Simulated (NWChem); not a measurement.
Plane-wave run on LiCl (space group Fm-3m)

```yaml
crystal:
  lattice:
    - [0.00000, 2.54212, 2.54212]
    - [2.54212, 0.00000, 2.54212]
    - [2.54212, 2.54212, 0.00000]
  atoms:
    - { symbol: Li, position: [0.00000, 0.00000, 0.00000] }
    - { symbol: Cl, position: [0.50000, 0.50000, 0.50000] }
```

All runs are NWChem calculations. Origin of the cell: Materials Project cell, not relaxed here.

Norm-conserving pseudopotentials with valence charges Li 1, Cl 7, fixed occupations, no spin-orbit coupling, density cut at twice the wavefunction cutoff.

**Question.** At a cutoff of 30 Ha and the same cell, LDA (Vosko), Troullier-Martins gives a gap along this path of 6.03 eV, with the direct and indirect values within 0.03 eV of each other. What does PBE, Troullier-Martins give?

**Answer.** It gives a gap along this path of 6.35 eV, with the direct and indirect values within 0.03 eV of each other.
